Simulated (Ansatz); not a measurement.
# CH3FMgO: a ladder of functionals and wavefunction methods

The task here is to estimate one member of a computed series from the others.

Method: functionals in def2-TZVPP, the program's frozen cores in correlated methods; program: Ansatz 0.2.0, Gaussian basis.

Plan: LDA (SPW92), PBE-D4, revPBE-D4, BLYP-D4, r2SCAN-D4, B97M-V, PBE0-D4, B3LYP-D4, r2SCANh-D4, r2SCAN0-D4, HSE06-D4, BHLYP-D4, CAM-B3LYP-D4, LC-ωPBE, ωB97X-V, ωB97M-V, B2PLYP, PBE-QIDH; CCSD(T)/def2-SVP; CCSD(T)/def2-TZVPP; MP2/def2-QZVPP; extrapolation to the limit; RPA on PBE.

## The geometry

An earlier PBE0-D4 in a triple-zeta def2 set relaxation fixed the geometry.

SMILES `C[O][Mg][F]`, 7 atoms, charge 0, spin multiplicity 1.

Atoms are counted from 1 here; the program's logs count them from 0.

Bond lengths: C1–O2 1.378 Å, C1–H5 1.099 Å, C1–H6 1.099 Å, C1–H7 1.099 Å, O2–Mg3 1.751 Å, Mg3–F4 1.751 Å. Angles: O2–C1–H5 111.7°, O2–C1–H6 111.7°, O2–C1–H7 111.7°, H5–C1–H6 107.2°, H5–C1–H7 107.2°, H6–C1–H7 107.2°, C1–O2–Mg3 179.9°, O2–Mg3–F4 180.0°.

As a file:

```xyz
7
CH3FMgO
C     0.0371    1.1513    0.1080
O     0.0035   -0.2195   -0.0254
Mg   -0.0389   -1.9614   -0.1985
F    -0.0813   -3.7030   -0.3717
H    -0.8034    1.6303   -0.4136
H    -0.0175    1.4577    1.1621
H     0.9618    1.5767   -0.3066
```

Set-up of the first run:

File in.yaml:

```yaml
crystal:
  periodic: [false, false, false]
  atoms:
    - {symbol: C, position_ang: [0.037081, 1.151311, 0.107996]}
    - {symbol: O, position_ang: [0.003516, -0.219464, -0.025420]}
    - {symbol: Mg, position_ang: [-0.038891, -1.961433, -0.198519]}
    - {symbol: F, position_ang: [-0.081299, -3.702951, -0.371692]}
    - {symbol: H, position_ang: [-0.803377, 1.630312, -0.413618]}
    - {symbol: H, position_ang: [-0.017514, 1.457654, 1.162054]}
    - {symbol: H, position_ang: [0.961782, 1.576672, -0.306602]}
basis:
  gaussian: {orbitals: def2-TZVPP}
hamiltonian: {xc: lda}
output: {orbitals: {seedname: orbitals}}
```

Steps of the session up to this table: LDA; PBE-D4 (GGA); revPBE-D4 (GGA); BLYP-D4 (GGA); r2SCAN-D4 (meta-GGA); B97M-V (meta-GGA); PBE0-D4 (hybrid); B3LYP-D4 (hybrid); r2SCANh-D4 (hybrid); r2SCAN0-D4 (hybrid); HSE06-D4 (hybrid); BHLYP-D4 (hybrid); CAM-B3LYP-D4 (range-separated); LC-ωPBE-D4 (range-separated; the results give it without D4); ωB97X-V (range-separated); ωB97M-V (range-separated); B2PLYP (double hybrid); PBE-QIDH (double hybrid).

One of the session's tables, all rows but one given; the rest of the session is left out.

It belongs to the step «Orbital energies across the functionals». 

```
  functional  HOMO (eV)  LUMO (eV)  gap (eV)
 LDA (SPW92)      -6.07      -2.35      3.72
      PBE-D4          ?          ?         ?
   revPBE-D4      -5.83      -2.03      3.80
     BLYP-D4      -5.84      -2.19      3.65
   r2SCAN-D4      -6.17      -1.61      4.56
      B97M-V      -6.25      -2.06      4.19
     PBE0-D4      -7.40      -1.39      6.01
    B3LYP-D4      -7.19      -1.74      5.45
  r2SCANh-D4      -6.74      -1.38      5.36
  r2SCAN0-D4      -7.60      -1.06      6.54
    HSE06-D4      -6.99      -1.75      5.24
    BHLYP-D4      -8.89      -0.88      8.01
CAM-B3LYP-D4      -8.91      -0.72      8.18
     LC-ωPBE     -10.22       0.48     10.71
     ωB97X-V      -9.89       0.30     10.19
     ωB97M-V      -9.84      -0.13      9.70
```

**Question.** Estimate the row for PBE-D4.

As computed: HOMO (eV): -5.90; LUMO (eV): -2.16; gap (eV): 3.74. In the column «HOMO (eV)» it lies between LDA (SPW92) (-6.07) and BLYP-D4 (-5.84).
